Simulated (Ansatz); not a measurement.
Crystal: NbTe.

```
Te Nb
1.0
     3.70297    0.00000    0.00000
    -1.85149    3.20687    0.00000
     0.00000    0.00000    3.69421
Te Nb
1 1
Direct
  0.66667 0.33333 0.00000
  0.00000 0.00000 0.50000
```

The cell comes from a database or a generator and needn't be the stable form of this composition.

```yaml
Program: Ansatz 0.2.0
Task: relaxation of cell and atoms
Functional: B3LYP
Potentials_or_basis: Ansatz PAW
Cutoff: "420 eV (not typed: the program's choice for these potentials)"
k_mesh: 4 × 4 × 4
Occupations: fermi-dirac, width 0.05 eV
Spin: no spin polarisation
```

At the start: volume 21.93 Å³/atom.

Problem. Where does the relaxation end?

Solution. It ends after 5 steps and the volume is 22.35 Å³/atom (+1.9 %); space group P-6m2 (No. 187, to 0.05 Å).

The path:
| step | energy change (eV) | largest force (eV/Å) | volume (Å³) |
| --- | --- | --- | --- |
| 1 | 0.0000 | 0.0000 | 43.87 |
| 2 | -0.0128 | 0.0000 | 44.83 |
| 3 | -0.0129 | 0.0000 | 44.71 |
| 4 | -0.0130 | 0.0000 | 44.70 |
| 5 | -0.0132 | 0.0000 | 44.70 |

Final structure:
```
Te Nb
1.0
     3.75800    0.00000    0.00000
    -1.87900    3.25452    0.00000
     0.00000    0.00000    3.65453
Te Nb
1 1
Direct
  0.66667 0.33333 0.00000
  0.00000 0.00000 0.50000
```

Caveat: the k mesh is coarse (spacing up to 0.49 Å⁻¹), so the values aren't converged, least of all with exact exchange; the plane-wave basis is chosen anew once the cell has moved, so the energies of steps on either side of that aren't comparable; the PAW data sets come from PBE, with cores solved anew for the run's functional, which leaves a small shift of forces and pressure.
